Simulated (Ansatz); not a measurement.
**C2H5ClOSi: one species, many methods**

Aim: compute C2H5ClOSi with functionals from several rungs and with coupled cluster, and see how far each lands from CCSD(T) at the basis-set limit for the atomisation energy.

Program: Ansatz 0.2.0, Gaussian basis. Level of theory: functionals in def2-TZVPP, the program's frozen cores in correlated methods. These are calculated values, not measurements.

The runs, in order: PBE-D4, r2SCAN-D4, PBE0-D4, B3LYP-D4, ωB97X-V, ωB97M-V, B2PLYP; CCSD(T)/def2-TZVPP; MP2/def2-QZVPP; extrapolation to the limit.

## (1) Structure used throughout

An earlier PBE0-D4 in a triple-zeta def2 set relaxation fixed the geometry.

SMILES `O/C=C/[SiH2]Cl`, 10 atoms, charge 0, spin multiplicity 1.

Atoms are counted from 1 here; the program's logs count them from 0.

Bond lengths: O1–C2 1.347 Å, O1–H6 0.960 Å, C2–C3 1.333 Å, C2–H7 1.089 Å, C3–Si4 1.828 Å, C3–H8 1.087 Å, Si4–Cl5 2.066 Å, Si4–H9 1.485 Å, Si4–H10 1.482 Å. Angles: C2–O1–H6 110.1°, O1–C2–C3 122.8°, O1–C2–H7 115.5°, C3–C2–H7 121.7°, C2–C3–Si4 120.2°, C2–C3–H8 118.1°, Si4–C3–H8 121.7°, C3–Si4–Cl5 111.6°, C3–Si4–H9 109.0°, C3–Si4–H10 112.5°, Cl5–Si4–H9 107.5°, Cl5–Si4–H10 105.6°, H9–Si4–H10 110.4°.

## (2) PBE-D4 (GGA)

in.yaml reads:

```yaml
crystal:
  periodic: [false, false, false]
  atoms:
    - {symbol: O, position_ang: [-0.691919, 2.341816, -0.029165]}
    - {symbol: C, position_ang: [-0.185432, 1.128520, 0.262095]}
    - {symbol: C, position_ang: [-0.221611, 0.107057, -0.593933]}
    - {symbol: Si, position_ang: [0.502028, -1.506775, -0.131647]}
    - {symbol: Cl, position_ang: [-0.950020, -2.963418, 0.066842]}
    - {symbol: H, position_ang: [-0.570833, 2.936605, 0.714867]}
    - {symbol: H, position_ang: [0.262049, 1.031411, 1.250506]}
    - {symbol: H, position_ang: [-0.688580, 0.267275, -1.562224]}
    - {symbol: H, position_ang: [1.184191, -1.373158, 1.180300]}
    - {symbol: H, position_ang: [1.443427, -2.020433, -1.154540]}
basis:
  gaussian: {orbitals: def2-TZVPP}
hamiltonian: {xc: pbe, dispersion: d4}
output: {forces: true, orbitals: {seedname: orbitals}}
```

The run is started by

```
> ansatz run in.yaml --threads 4 --pin off --events-out ev --progress --plain --max-ram 10444MiB
```

After this run come: r2SCAN-D4 (meta-GGA); PBE0-D4 (hybrid); B3LYP-D4 (hybrid); ωB97X-V (range-separated); ωB97M-V (range-separated); B2PLYP (double hybrid); CCSD(T) in def2-TZVPP; MP2 in def2-QZVPP.

**Question.** What will the summary of the whole plan be? Wanted: atomisation energy, CCSD(T)/CBS; farthest; mean size of error, hybrid; mean size of error, range-separated; gap, smallest and largest; T1 diagnostic; triples share of the correlation energy.

As calculated:

| quantity | value |
| --- | --- |
| atomisation energy, CCSD(T)/CBS | 38.902 eV |
| functionals within 0.195 eV (0.5 %) | r2SCAN-D4, PBE0-D4, B3LYP-D4, ωB97X-V, ωB97M-V |
| farthest | PBE-D4 (+0.807 eV) |
| mean size of error, hybrid | 0.100 eV |
| mean size of error, range-separated | 0.106 eV |
| gap, smallest and largest | 4.87 eV (PBE-D4), 11.49 eV (ωB97X-V) |
| T1 diagnostic | 0.0117 |
| triples share of the correlation energy | 4.1 % |

PBE-D4 is off by +0.807 eV. Double hybrids carry the basis error of their MP2 part in triple zeta, and no dispersion term here, so their miss is partly the set-up's. Misses under about 0.195 eV are within the doubt on the reference itself, which lacks core-valence correlation, relativity and higher excitations. Hartree-Fock recovers 73 % of the binding; the rest is correlation. Orbital gaps span 4.9 to 11.5 eV; exact exchange widens them.
